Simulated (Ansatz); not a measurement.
# CHBr3: the cost of one run

Method: the levels named in each step, in Ansatz 0.2.0.

**1. Starting point**

Bond lengths: Br1–C2 1.942 Å, C2–Br3 1.941 Å, C2–Br4 1.942 Å, C2–H5 1.089 Å. Angles: Br1–C2–Br3 110.8°, Br1–C2–Br4 110.8°, Br1–C2–H5 108.2°, Br3–C2–Br4 110.8°, Br3–C2–H5 108.2°, Br4–C2–H5 108.1°.

As a file:

```xyz
5

Br   -1.4133   -1.1865   -0.0291
C     0.0120   -0.0106    0.5685
Br   -0.3229    1.8170    0.0069
Br    1.7331   -0.6286   -0.0842
H     0.0360   -0.0326    1.6571
```

**2. A rough first relaxation, PBE-D4/def2-SVP**

This run stands in another session on the same molecule. It ended at:

```xyz
5

Br   -1.4255   -1.1975   -0.0163
C     0.0115   -0.0105    0.5437
Br   -0.3249    1.8330    0.0198
Br    1.7489   -0.6342   -0.0726
H     0.0349   -0.0322    1.6446
```

**3. Relaxation, PBE0-D4/def2-TZVPP**

Input file input.yaml:

```yaml
crystal:
  periodic: [false, false, false]
  atoms:
    - { symbol: Br, position_ang: [-1.42546854, -1.19746329, -0.0162835] }
    - { symbol: C, position_ang: [0.01152098, -0.01052559, 0.54374849] }
    - { symbol: Br, position_ang: [-0.32493253, 1.83303043, 0.01982423] }
    - { symbol: Br, position_ang: [1.74888219, -0.63415571, -0.07261952] }
    - { symbol: H, position_ang: [0.03490791, -0.03222584, 1.6445903] }
basis:
  gaussian: { orbitals: def2-TZVPP }
hamiltonian:
  xc: pbe0
  dispersion: d4
relax:
  f_tol: 0.002
  max_steps: 150
```

On the command line:

```console
$ ansatz run input.yaml --threads 4 --pin off --max-ram 10240MiB --backend cpu --events-out ev --progress --plain --runs-dir out
```

What time and memory should one allow on 4 threads of Arm Neoverse V2, shared host?

About 20 s, with a peak of 0.71 GiB.
